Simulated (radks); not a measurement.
# Polarisabilities and dispersion coefficients of Mg, Ca⁺, Pd and others

Aim: static dipole polarisabilities and C6 coefficients, each species in its NIST ground configuration. After each ground state the linear response is solved; its values go to the run's result record, not to the log. Response by self-consistent Sternheimer equations with the Hartree and adiabatic LDA kernel.

Program: radks (a radial shooting solver on a logarithmic mesh, Libxc functionals) version 1. Level of theory: non-relativistic Kohn-Sham, LDA (Slater exchange, Perdew-Wang correlation), spin-polarised, spherical densities, point nucleus; open shells are filled with parallel spins first. These are calculated values, not measurements, unless marked.

**1. The atom as given**

* species: Mg ([Ne] 3s2), Ca⁺ ([Ar] 4s1), Pd ([Kr] 4d10), Si ([Ne] 3s2 3p2), K⁺ ([Ar]), Co ([Ar] 3d7 4s2)

**2. Mg, [Ne] 3s2**

Settings of this run:

```text
Z 12
configuration [Ne] 3s2
relativity non-relativistic
functional lda,pw
spin polarised
nucleus point
response adiabatic LDA kernel
```

**3. Ca⁺, [Ar] 4s1**

Changes since step 2:

```diff
@@ -1,3 +1,3 @@
-Z 12
-configuration [Ne] 3s2
+Z 20
+configuration [Ar] 4s1
 relativity non-relativistic
```

**4. Pd, [Kr] 4d10**

Changes since step 3:

```diff
@@ -1,3 +1,3 @@
-Z 20
-configuration [Ar] 4s1
+Z 46
+configuration [Kr] 4d10
 relativity non-relativistic
```

**5. Si, [Ne] 3s2 3p2**

Settings of this run:

```text
Z 14
configuration [Ne] 3s2 3p2
relativity non-relativistic
functional lda,pw
spin polarised
nucleus point
response adiabatic LDA kernel
```

**6. K⁺, [Ar]**

Settings of this run:

```text
Z 19
configuration [Ar]
relativity non-relativistic
functional lda,pw
spin polarised
nucleus point
response adiabatic LDA kernel
```

**7. Co, [Ar] 3d7 4s2**

Changes since step 6:

```diff
@@ -1,3 +1,3 @@
-Z 19
-configuration [Ar]
+Z 27
+configuration [Ar] 3d7 4s2
 relativity non-relativistic
```

What does the calculation give? Wanted: for each run, species; −ε(HOMO); α; α uncoupled; C6; C8; recommended α.

The runs gave:

```
species  −ε(HOMO) (eV)  α (bohr³)  α uncoupled (bohr³)  C6 (hartree bohr⁶)  C8 (hartree bohr⁸)  recommended α (bohr³)
     Mg          4.775      71.39                122.2               623.0               43800                   71.2
    Ca⁺          9.458      69.11                86.40               475.3               34687                      -
     Pd          4.373      28.39                45.31               203.4                8796                  26.14
     Si          4.624      41.85                62.18               342.7                   -                   37.3
     K⁺         24.985      5.744                8.887               24.69               434.9                      -
     Co          5.289      51.55                94.07               430.0                   -                     55
```

Uncoupled leaves out the potential induced by the response; C6 and C8 are for like pairs. Mg is the most polarisable and K⁺ the least, a factor 12.4 apart. For the pair Mg–K⁺ the Casimir-Polder integral gives C6 = 88.10, the rule 2·Ca·Cb/(Ca·αb/αa + Cb·αa/αb) on the like-pair values 86.17. Against the recommended values (Schwerdtfeger and Nagle, 2023 table) the misses are Mg +0 %, Pd +9 %, Si +12 %, Co -6 %. C8 is given only where no p, d or f shell is open. For heavy and open-shell atoms this level can miss by tens of per cent.
